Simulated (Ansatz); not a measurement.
Turn this script for Ansatz's Python interface into the input file that the command-line program reads.

The script, `camg5_deck.py`:
```python
"""CaMg5 from an input typed as a mapping."""

import logging
import sys

import ansatz as az

logging.basicConfig(stream=sys.stdout, format="%(levelname)s:%(name)s:%(message)s")
log = logging.getLogger("calc")
log.setLevel(logging.INFO)

settings = {
    "crystal": {
        "lattice": [[3.300432, 0.0, 0.0], [-1.650216, 2.858258, 0.0], [0.0, 0.0, 16.459998]],
        "atoms": [
            {"symbol": "Ca", "position": [0.0, 0.0, 0.0]},
            {"symbol": "Mg", "position": [0.666667, 0.333333, 0.824062]},
            {"symbol": "Mg", "position": [0.0, 0.0, 0.662758]},
            {"symbol": "Mg", "position": [0.666667, 0.333333, 0.5]},
            {"symbol": "Mg", "position": [0.0, 0.0, 0.337242]},
            {"symbol": "Mg", "position": [0.666667, 0.333333, 0.175938]},
        ],
    },
    "kpoints": {"mp_grid": {"grid": [8, 8, 2]}},
    "hamiltonian": {"xc": "pbesol"},
    "scf": {"occupations": {"method": "cold", "width": 0.15}},
    "basis": {"ecutwfc": 470},
    "output": {"forces": True, "stress": True},
}

done = az.Session.from_dict(settings).plan().execute()
rep = done.report

log.info("%-22s %14.5f eV" % ("F = E - TS", rep["free_energy_ev"]))
log.info("%-22s %14.5f eV" % ("E", rep["internal_energy_ev"]))
log.info("%-22s %14.5f eV" % ("Harris-Foulkes", rep["harris_foulkes_ev"]))
log.info("%-22s %14.5f eV" % ("Fermi level", rep["fermi_energy_ev"]))

# forces in eV per angstrom
log.info("forces (eV/A)")
for site, force in zip(done.lattice.sites, rep["forces_ev_ang"]):
    log.info(f"  {site.symbol:2s} {force[0]:9.4f} {force[1]:9.4f} {force[2]:9.4f}")

log.info("energy terms (eV)")
for term, value in rep["components"].items():
    if abs(value) > 1e-9:
        log.info(f"  {term:26s} {value:16.5f}")
```

```console
$ python camg5_deck.py
DeckWarning: the atoms were moved onto the symmetric positions of the space group found under crystal.symmetry.tolerance 1.0e-5 (fractional; no operation is sought that the atoms, as they stand in a [...]
INFO:calc:F = E - TS               -11353.61038 eV
INFO:calc:E                        -11353.60241 eV
INFO:calc:Harris-Foulkes           -11353.61038 eV
INFO:calc:Fermi level                   5.32174 eV
INFO:calc:forces (eV/A)
INFO:calc:  Ca   -0.0000   -0.0000    0.0000
INFO:calc:  Mg   -0.0000   -0.0000   -0.1351
INFO:calc:  Mg   -0.0000   -0.0000   -0.0057
INFO:calc:  Mg    0.0000    0.0000    0.0000
INFO:calc:  Mg   -0.0000   -0.0000    0.0057
INFO:calc:  Mg   -0.0000   -0.0000    0.1351
INFO:calc:energy terms (eV)
INFO:calc:  e_band                          -1956.42024
INFO:calc:  e_kinetic                         650.99595
INFO:calc:  e_local                         -9065.75327
INFO:calc:  e_nonlocal                        547.49960
INFO:calc:  e_hartree                        3231.61266
INFO:calc:  e_xc                             -274.55930
INFO:calc:  e_vxc                            -350.14341
INFO:calc:  e_paw                           -2244.60966
INFO:calc:  e_vpaw                           -202.24441
INFO:calc:  e_augmentation_tail                -0.00002
INFO:calc:  e_ewald                         -4199.20149
INFO:calc:  e_core_change                       0.41311
INFO:calc:  e_smearing                         -0.00797
```
(Warnings from the package without file and line, shortened, repeats left out.)

`input.yaml`:
```yaml
crystal:
  lattice:
    - [3.300432, 0.0, 0.0]
    - [-1.650216, 2.858258, 0.0]
    - [0.0, 0.0, 16.459998]
  atoms:
    - { symbol: Ca, position: [0.0, 0.0, 0.0] }
    - { symbol: Mg, position: [0.666667, 0.333333, 0.824062] }
    - { symbol: Mg, position: [0.0, 0.0, 0.662758] }
    - { symbol: Mg, position: [0.666667, 0.333333, 0.5] }
    - { symbol: Mg, position: [0.0, 0.0, 0.337242] }
    - { symbol: Mg, position: [0.666667, 0.333333, 0.175938] }
kpoints:
  mp_grid: { grid: [8, 8, 2] }
hamiltonian:
  xc: pbesol
scf:
  occupations: { method: cold, width: 0.15 }
basis:
  ecutwfc: 470
output:
  forces: true
  stress: true
```

Launched from the shell:
```console
$ ansatz run input.yaml --threads 1 --pin off --max-ram 3072MiB --backend cpu --events-out ev --progress --plain --runs-dir out
Warning: the atoms were moved onto the symmetric positions of the space group found under crystal.symmetry.tolerance 1.0e-5 (fractional; no operation is sought that the atoms, as they stand in a round, miss by more than twice it, and no atom is moved by as much as it), and the run uses the moved positions. Before a round's move an operation carried an atom to 1.65e-6 Å from where it should land, [...]
Engine: ansatz 0.2.0, aarch64-unknown-linux-gnu
Pseudopotentials: kind: paw
Pseudopotential: Ca, paw, valence charge 10, recommended cutoff 420 eV (normal), Ca.paw.azcp
Pseudopotential: Mg, paw, valence charge 10, recommended cutoff 420 eV (normal), Mg.paw.azcp
Functional definition: PBEsol
  exchange = pbesol_x
  correlation = pbesol_c
Crystal: 6 atoms, lattice volume = 155.275 Å³
Basis set: ecut = 470 eV, 3581 PW (Γ), exchange–correlation on 48×48×240 points (8 copies of the dense FFT grid, shifted against one another)
Bands: 36, of which v1, the nominal top of the filled ones, is band 30 counted from 1 (29 counted from 0)
Symmetry: 12 space group operations
Space group: P-6m2 (ITA 187), of the structure as read, at distance tolerance 5.4e-5 Å
k-points: 20 of 128 (time reversal used)
Non-local potential: Ca, projectors of the file, l = 0: 3, l = 1: 2, l = 2: 2
Non-local potential: Mg, projectors of the file, l = 0: 3, l = 1: 2, l = 2: 1
PAW form: soft (Blöchl's): semilocal exchange-correlation on the pseudo side does not see the compensation charge
PAW frozen core: Ca, regenerated for the run's functional, and the local potential with it (the file was generated under x = pbe(κ = 0.804, μ = 0.2195149727645171), c = pbe(β = 0.06672455060314922))
PAW frozen core: Mg, regenerated for the run's functional, and the local potential with it (the file was generated under x = pbe(κ = 0.804, μ = 0.2195149727645171), c = pbe(β = 0.06672455060314922))
PAW one-centre angular grid: Ca, 110 points (default); XC on 64 Gauss nodes
PAW one-centre angular grid: Mg, 110 points (default); XC on 64 Gauss nodes
Initial density: superposition of atomic densities (neutral atoms: chi_scale 0, normalization atom), corrected by the library's trained network
Initial wavefunctions: pseudopotential atomic-orbital guess
Functional: x = pbesol(κ = 0.804, μ = 0.12345679012345678), c = pbesol(β = 0.046)
SCF iter   1: F=—  HF=-11353.722014 eV  |F-HF|=—  |Δ(HF+E_count)|=         —  Δρ=7.47e-3  dr2=3.23e0  ethr=1.77e-3  ⟨swp⟩=8.1  Hψ=3226  notcnv=0
preconditioner: auto → Kerker (q_TF=auto, 2.328 Å⁻¹)  [metal: Δε(μ)=0.021 eV  Ē_g=4.170 eV  σ=0.150 eV  W_gap=0.10  n_scr=42 (ndim 8)  ℏωp=10.3 eV  f_vac=0.000  D(μ)=4.36/eV (n_scr^D=28)]
SCF iter   2: F=—  HF=-11353.642141 eV  |F-HF|=—  |Δ(HF+E_count)|=   7.99e-2  S|Δr|=    0.00e0  Δρ=3.41e-3  dr2=8.63e-1  ethr=1.77e-3  ⟨swp⟩=1.8  Hψ=915  notcnv=0  defer=9
SCF iter   3: F=—  HF=-11353.612690 eV  |F-HF|=—  |Δ(HF+E_count)|=   2.95e-2  S|Δr|=    0.00e0  Δρ=9.44e-4  dr2=4.40e-2  ethr=1.44e-3  ⟨swp⟩=1.0  Hψ=701  notcnv=0  defer=9
SCF iter   4: F=—  HF=-11353.610435 eV  |F-HF|=—  |Δ(HF+E_count)|=   2.26e-3  S|Δr|=    0.00e0  Δρ=2.52e-4  dr2=4.44e-4  ethr=7.34e-5  ⟨swp⟩=1.1  Hψ=703  notcnv=0  defer=9
SCF iter   5: F=—  HF=-11353.610361 eV  |F-HF|=—  |Δ(HF+E_count)|=   7.40e-5  S|Δr|=    0.00e0  Δρ=5.10e-5  dr2=2.03e-5  ethr=7.39e-7  ⟨swp⟩=2.0  Hψ=855  notcnv=0  defer=9
SCF iter   6: F=—  HF=-11353.610379 eV  |F-HF|=—  |Δ(HF+E_count)|=   1.87e-5  S|Δr|=    0.00e0  Δρ=2.09e-5  dr2=2.22e-6  ethr=3.39e-8  ⟨swp⟩=2.1  Hψ=1235  notcnv=0  defer=15
SCF iter   7: F=—  HF=-11353.610379 eV  |F-HF|=—  |Δ(HF+E_count)|=   2.98e-7  S|Δr|=    0.00e0  Δρ=5.29e-6  dr2=4.22e-7  ethr=3.70e-9  ⟨swp⟩=2.0  Hψ=867  notcnv=0  defer=15
SCF iter   8: F=-11353.610379 eV  HF=-11353.610379 eV  |F-HF|=2.25e-9  |Δ(HF+E_count)|=   2.58e-8  S|Δr|=    0.00e0  Δρ=9.28e-7  dr2=3.46e-9  ethr=2.59e-10  ⟨swp⟩=4.0  Hψ=2138  notcnv=0
SCF 1 converged in 8 iterations: F = -11353.610379 eV  dr2 = 3.46e-9
  greatest PAW one-centre occupation: 1.000 electrons in one spin orbital (limit 2), on the Mg atom at site 5 (counted from 0), in its partial waves of l = 0
SCF converged after 8 iterations
Stability not checked: this state was not tested for a lower state beside it, because cold or Methfessel-Paxton smearing, or corrected tetrahedra, fill the levels in a way that the test cannot read (fill_not_monotonic; see scf.lower_state_search)
Free energy (F): -11353.610379 eV
Harris-Foulkes:  -11353.610379 eV  (|F-HF|=2.25e-9)
Internal energy: -11353.602412 eV  (E = F + TS)
E sigma→0 (E₀):  -11353.607723 eV
Entropy (-TS):   -0.007967 eV (-1.328 meV/atom)
Fermi energy:    5.321738 eV
--- Per-component energies (eV) ---
  E_band       = -1956.420236
  E_kinetic    = 650.995950
  E_local      = -9065.753274  (includes V_loc(G=0)·N_el)
  E_nonlocal   = 547.499604
  E_hartree    = 3231.612661
  E_xc         = -274.559299
  E_vxc        = -350.143405  (∫ρ·V_xc dr)
  E_paw        = -2244.609655  (= ΣΔE_a)
  E_vpaw       = -202.244415  (= ΣTr[D̂ρ^β])
  E_aug_tail   = -0.000016  (compensation charges beyond the density's cutoff)
  E_ewald      = -4199.201487
  E_core_change = 0.413106  (= ΣΔE_core)
  E_smearing   = -0.007967  (= −TS)
  E_closure    = -0.000000  (closes the sum)
  Σ components = -11353.610379   (vs F -11353.610379, Δ=0.00e0)
--- Forces (eV/Å), atoms counted from 1 ---
  atom   1  Ca    -0.00000000    -0.00000000     0.00000000
  atom   2  Mg     0.00000000    -0.00000000    -0.13509122
  atom   3  Mg     0.00000000    -0.00000000    -0.00568217
  atom   4  Mg     0.00000000     0.00000000     0.00000000
  atom   5  Mg     0.00000000    -0.00000000     0.00568217
  atom   6  Mg    -0.00000000    -0.00000000     0.13509122
  max |Σ_I F_I| component: 2.89e-17 eV/Å
--- Stress (GPa, compression-positive) ---
        0.351220       0.000000       0.000000
        0.000000       0.351220       0.000000
        0.000000       0.000000      -2.982361
  P = ⅓ Tr σ = -0.7600 GPa (-7.600 kbar)
```

What to keep in mind:
- Absolute energies stand on the zero of these potentials, so only differences at equal settings mean something. A total without «per atom» is that of the cell as typed.
- The energy terms are those on the plane-wave grid, with the one-centre PAW part apart; e_band, e_vxc and e_vpaw aren't summands of the total.
- Only differences from the Fermi energy are physical; the zero of the scale is a convention.
- This cell is a computed structure, which may not be the phase found in nature.
- Gaps and levels are Kohn-Sham values on a finite set of k-points.
- Timing: 8.5 s on 1 thread of Arm Neoverse V1 (shared host), peak memory 0.43 GiB.

(Lines on the test bed's own set-up are left out of the output.)
